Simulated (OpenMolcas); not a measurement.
# Ti³⁺ among point charges: CASSCF and CASPT2 levels and susceptibility

How does a field of 2 point charges split the states of Ti³⁺, and what χT follows?

The numbers are computed with OpenMolcas 26.06 (state-averaged CASSCF and CASPT2, spin-orbit coupling by RASSI with atomic mean-field integrals), except any that are marked as measured or tabulated.

## Step 1: Starting point

| Item | Value |
| --- | --- |
| Species | Ti³⁺ (titanium, Z = 22, 19 electrons) |
| Basis | ANO-RCC-VDZP [5s4p2d1f], 34 functions |
| Scalar Hamiltonian | DKH2, point nucleus |
| Inactive shells | 1s 2s 2p 3s 3p |
| Active space | 1 electron in 5 orbitals (3d) |
| Some configurations of this space | 3d |
| Orbitals | optimised for each spin and parity, averaged over all roots |

The outer shells:

3d
```
3d [↑ ][  ][  ][  ][  ]
```

The ion sits among 2 point charges of -1 e arranged as a linear pair (D∞h), 2.13 Å from the ion.

The work runs as a chain of OpenMolcas steps in one folder; each step below is one input file. Labels, J, g values, rates, χT and fits are worked out afterwards by a script from the matrices that RASSI stores. The input lists half of the charges; inversion (Group=XYZ) makes the rest.

## Step 2: GATEWAY and SEWARD: basis and integrals

Input file a.inp:

```
&GATEWAY
Coord
1

Ti 0.0 0.0 0.0
Basis=ANO-RCC-VDZP
Group=XYZ
NoMove
AngMom=0.0 0.0 0.0
AMFI
XField
1 Angstrom 0
0.000000 0.000000 2.130000 -1.000000
&SEWARD
```

The run is started by

```sh
OMP_NUM_THREADS=1 MOLCAS_MEM=1689 MOLCAS_PROJECT=a pymolcas a.inp > a.log
```

## Step 3: Reference wave functions, doublets of even parity, 5 roots

Input file a.inp:

```
&RASSCF
FileOrb=start.orb
Symmetry=1
Spin=2
nActEl=1 0 0
Inactive=3 6
Ras2=5 0
CIRoot=5 5 1
SDav=5
CIMx=300
Iter=120 100
PrWF=0.3
OrbListing=Nothing
MaxOrb=0
>>> COPY $Project.JobIph JOB001
```

start.orb holds the contracted functions of the basis, ordered by shell, or the orbitals of the step before.

## Step 4: RASSI: spin-orbit coupling between the states

Input file a.inp:

```
&RASSI
NrOfJobIphs=1 5
1 2 3 4 5
IphNames
JOB001
EJob
SpinOrbit
DIPRint=1.0
SOCoupling=1000.0
Subsets=2
Property=9
'ANGMOM' 1 'ANGMOM' 2 'ANGMOM' 3 'MLTPL  1' 1 'MLTPL  1' 2 'MLTPL  1' 3
'AMFI' 1 'AMFI' 2 'AMFI' 3
SOProperty=3
'ANGMOM' 1 'ANGMOM' 2 'ANGMOM' 3
```

## Step 5: CASPT2: IPEA 0.25, imaginary shift 0.1 (closed shells correlated: 3s 3p)

Input file a.inp:

```
>>> COPY JOB001 $Project.JobIph
&CASPT2
Multistate=5 1 2 3 4 5
NoMult
Frozen=2 3
IPEA=0.25
Imaginary=0.1
MaxIter=60
WThr=0.0 0.3 0.05
PrWF=0.5
NoMix
```

(Steps that only read results are left out.)

Before running it: what results should come out? Wanted: spin-free ground state; first state of the same spin within the active space; lowest level; next level.

As calculated:

| quantity | value |
| --- | --- |
| method | SS-CASPT2, IPEA 0.25, imaginary shift 0.1 (closed shells correlated: 3s 3p) |
| spin-free ground state | 2Delta, 2-fold in its orbital part |
| first state of the same spin within the active space | 2Pi at 4470 cm⁻¹ |
| lowest level | 2-fold, g = 0.00, 0.00, 2.00 |
| next level | 303.2 cm⁻¹ |
| χT at 300 K | 0.54 cm³ K/mol |
| effective moment at 300 K | 2.07 μB |

Cost by method:

```
                                              method  time of its own steps  time with the reference
                                           A. CASSCF                  1.4 s                    1.4 s
B. SS-CASPT2, IPEA 0.25, imaginary shift 0.1, +3s 3p                 0.41 s                    1.8 s
```

Times are of one thread on a shared host.

In words: The spin-free ground state (2Delta) comes to 100 % from free-ion D terms and keeps the highest spin of the shell. χT at 300 K is 0.54, against 0.38 cm³ K/mol for the spin alone, so orbital moment adds to it. The field of point charges can differ much from that of real complexes. This is an electrostatic model: the charges have no orbitals.
